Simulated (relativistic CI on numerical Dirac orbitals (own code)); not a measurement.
# Yb XXXIV (Yb³³⁺): levels and lines

The task is the spectrum of Yb³³⁺: levels, purity of their labels, lifetimes and lines; further runs change one setting each.

Program: relativistic CI on numerical Dirac orbitals (own code) version 4. Level of theory: Dirac-Coulomb-Breit CI, KLI orbitals optimised for each configuration, model QED (radiative potential, 1s self-energy scaled to tabulated hydrogen-like ionisation energies). These are calculated values, not measurements, unless marked.

## (1) Starting point

```
ion                       : Yb³³⁺ (Yb XXXIV)
nuclear charge            : 70
electrons                 : 37
isotope                   : A = 174
first configuration typed : [Kr] 4d
```

Outer shells as boxes (Hund's rule):

first configuration typed
```
[Kr] core
4d [↑ ][  ][  ][  ][  ]
```

## (2) Base run

The run's settings:

```ini
atom Yb  Z=70  charge=33  electrons=37
nucleus A=174  rms_radius_fm=5.3108
hamiltonian dirac-coulomb  breit=on  qed=on  c_scale=1
orbitals kli  potential=per-configuration
slater_scale 1
correlation none
mixing on
configurations
  [Kr] 4d
  [Kr] 4f
  [Ar] 3d10 4s2 4p5 4d2
  [Ar] 3d10 4s 4p6 4d2
  [Ar] 3d10 4s2 4p5 4d 4f
  [Ar] 3d10 4s 4p6 4d 4f
  [Kr] 5s
  [Kr] 5p
  [Kr] 5d
  [Ar] 3d10 4s2 4p5 4d 5s
  [Ar] 3d10 4p6 4d2 4f
  [Kr] 5f
  [Ar] 3d10 4s2 4p5 4d 5p
  [Ar] 3d10 4s 4p6 4f 5s
  [Kr] 5g
  [Ar] 3d10 4s 4p6 4d 5s
  [Ar] 3d10 4s2 4p5 4d 5d
  [Kr] 6s
  [Ar] 3d10 4p6 4d3
  [Ar] 3d10 4p5 4d4
  [Ar] 3d10 4p5 4d3 4f
  [Ar] 3d10 4p6 4d 4f2
  [Ar] 3d10 4p6 4f3
  [Ar] 3d10 4p5 4d2 4f2
  [Ar] 3d10 4p5 4d 4f3
  [Ar] 3d10 4p6 4f2 5s
  [Ar] 3d10 4s 4p6 4f2
  [Ar] 3d10 4s 4p5 4f3
  [Ar] 3d10 4s 4p6 4f 5p
  [Ar] 3d10 4s 4p5 4f2 5p
  [Ar] 3d10 4p6 4f2 5p
end
```

Run with:

```bash
$ python run_levels.py task.json out
```

One command runs all members of the session, one after another, from task.json.

## (3) One common potential

The settings differ from step 2 so:

```diff
@@ -3,3 +3,3 @@
 hamiltonian dirac-coulomb  breit=on  qed=on  c_scale=1
-orbitals kli  potential=per-configuration
+orbitals kli  potential=mean
 slater_scale 1
```

## (4) Non-relativistic limit (c × 1000)

The settings differ from step 3 so:

```diff
@@ -2,4 +2,4 @@
 nucleus A=174  rms_radius_fm=5.3108
-hamiltonian dirac-coulomb  breit=on  qed=on  c_scale=1
-orbitals kli  potential=mean
+hamiltonian dirac-coulomb  breit=off  qed=off  c_scale=1000
+orbitals kli  potential=per-configuration
 slater_scale 1
```

(Steps that only read results are left out.)

Q: Predict the outcome of this session. Wanted: lowest level; first excitation; lowest level of the other parity; fastest E1 line; ionisation energy.

As calculated:

| run | time | mean size of shift, levels followed (cm⁻¹) | lowest level | ionisation energy (eV) |
| --- | --- | --- | --- | --- |
| main run | 12 s | 0 | 4d 2D3/2 | 1323.8 |
| one common potential | 11 s | 113 | 4d 2D3/2 | - |
| non-relativistic limit (c × 1000) | 10 s | 136752 | 4d 2D3/2 | - |

The tabulated theoretical ionisation energy (NIST) is 1324 eV.

| quantity | value |
| --- | --- |
| lowest level | 4d 2D3/2 |
| first excitation | 4d 2D5/2, 112775 cm⁻¹ |
| lowest level of the other parity | 4p5 4d2 4D°1/2, 137.57 eV |
| levels in the model | 8281 |
| fastest E1 line (by rate) to the lowest level among the lowest 400 of 8281 levels | 1.973 nm, from 5f 2F°5/2 |
| ionisation energy | 1323.8 eV |
| ionisation energy, tabulated theoretical (NIST) | 1324 eV |

The lowest level is 4d 2D3/2, 99 % pure in LS and 99 % in jj coupling; over the low levels the means are 55 and 94 %, so jj coupling describes them better. The ionisation energy agrees with the tabulated theoretical value within its uncertainty of 5 eV. Of the changes tried, the run «non-relativistic limit (c × 1000)» moves the low levels most, by 136752 cm⁻¹ on average. Lifetimes count radiative decay inside the model alone.
